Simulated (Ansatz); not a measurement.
**BNH4 (BH2(NH2)): HSE06/STO-3G**

What is the electronic atomisation energy of BNH4 (BH2(NH2)) at HSE06/STO-3G? 

The calculation is run with Ansatz 0.2.0.

55 further runs of the same task are left out: 55 set aside as unsound or not needed.

## 1. The structure to begin with

The species is BNH4 (6 atoms), meant as a singlet with charge 0. As SMILES, `[H]B([H])N`. The coordinates come from a GFN2-xTB relaxation.

Bond lengths: B1–N4 1.378 Å, B1–H2 1.171 Å, B1–H3 1.171 Å, N4–H5 1.007 Å, N4–H6 1.007 Å. Angles: B1–N4–H5 123.8°, B1–N4–H6 123.7°, H2–B1–N4 118.8°, H3–B1–N4 119.0°, H5–N4–H6 112.5°, H2–B1–H3 122.1°.

## 2. A single-point energy at HSE06/STO-3G

The input, job.yaml:

```yaml
crystal:
  periodic: [false, false, false]
  atoms:
    - symbol: B
      position_ang: [0.341950, 0.595150, 0.003650]
    - symbol: H
      position_ang: [1.330110, 0.674300, 0.627440]
    - symbol: H
      position_ang: [-0.078600, 1.496820, -0.614110]
    - symbol: N
      position_ang: [-0.345390, -0.598720, -0.003870]
    - symbol: H
      position_ang: [-1.199300, -0.750580, -0.515060]
    - symbol: H
      position_ang: [-0.048780, -1.416960, 0.501960]
basis:
  gaussian:
    orbitals: STO-3G
hamiltonian:
  xc: {name: HSE06}
accuracy: high
```

Run with:

```console
ansatz run job.yaml --threads 1 --pin off --max-ram 2610MiB --events-out events.jsonl --progress --plain --runs-dir runs
```

Output:

```text
Warning: RAYON_NUM_THREADS=1 ignored (pool sized by the plan → 1); use --threads N
Functional definition: HSE06
  name "HSE06"
  parameter a = 0.25
  parameter omega = 0.11/bohr
  exchange = pbe_x - a*pbe_x_sr(omega) + a*exact_x_sr(omega)
  correlation = pbe_c
230 factors; integrals over basis functions are off by at most 7.7e-9 eV
56 factors; integrals over basis functions are off by at most 3.9e-10 eV
mean field evaluation 1: about -2200.8836 eV, gradient 8.6e0 eV
mean field evaluation 2: about -2200.9583 eV, gradient 7.9e0 eV
mean field evaluation 4: about -2201.1229 eV, gradient 8.5e-2 eV
mean field evaluation 8: about -2201.0898 eV, gradient 5.4e-3 eV
mean field evaluation 16: about -2201.0898 eV, gradient 4.5e-9 eV
mean field -2201.08981423 eV, -80.8885587208 hartree, gradient 4.5e-9 eV, S^2 0.000000; 0 other end points of the search recorded, 0 dependent functions left out
reference -2201.08981611 eV, -80.8885587899 hartree; 8, 8 occupied and 6, 6 virtual orbitals, 230 factors
Total energy: -2201.08981611 eV, -80.8885587899 hartree
```

Wall time 1 s (1 thread of Arm Neoverse V1, shared host).

## 3. The B atom

The input, job.yaml:

```yaml
basis:
  gaussian:
    orbitals: STO-3G
crystal:
  periodic: [false, false, false]
  atoms:
    - symbol: B
      position_ang: [0.000000, 0.000000, 0.000000]
magnetization:
  spin_polarized: true
  initial_magnetization: 1
hamiltonian:
  xc: {name: HSE06}
accuracy: high
```

Run the same way, it converges to -24.23396 Eh (log not shown).

## 4. The H atom at the same level

The input, input.yaml:

```yaml
crystal:
  periodic: [false, false, false]
  atoms:
    - {symbol: H, position_ang: [0.000000, 0.000000, 0.000000]}
basis:
  gaussian: {orbitals: STO-3G}
accuracy: high
magnetization: {spin_polarized: true, initial_magnetization: 1}
hamiltonian: {xc: {name: HSE06}}
```

Run the same way, it converges to -0.46620 Eh (log not shown).

## 5. The N atom, same level

The input, in.yaml:

```yaml
crystal:
  periodic: [false, false, false]
  atoms:
    - {symbol: N, position_ang: [0.000000, 0.000000, 0.000000]}
basis:
  gaussian: {orbitals: STO-3G}
magnetization: {spin_polarized: true, initial_magnetization: 3}
hamiltonian: {xc: {name: HSE06}}
accuracy: high
```

Run the same way, it converges to -53.83615 Eh (log not shown).

## 6. Results

Level: HSE06/STO-3G.

```
                     quantity         value
       molecule: total energy  -80.88856 Eh
         B atom: total energy  -24.23396 Eh
                 B atom: ⟨S²⟩         0.750
         H atom: total energy   -0.46620 Eh
                 H atom: ⟨S²⟩         0.750
         N atom: total energy  -53.83615 Eh
                 N atom: ⟨S²⟩         3.750
electronic atomisation energy     25.950 eV
```

**Reading.** Taking the molecule apart into free atoms costs 25.95 eV (598 kcal/mol), before zero-point energy and without spin-orbit coupling. In a minimal basis such a difference can be off by several eV, whatever the method.
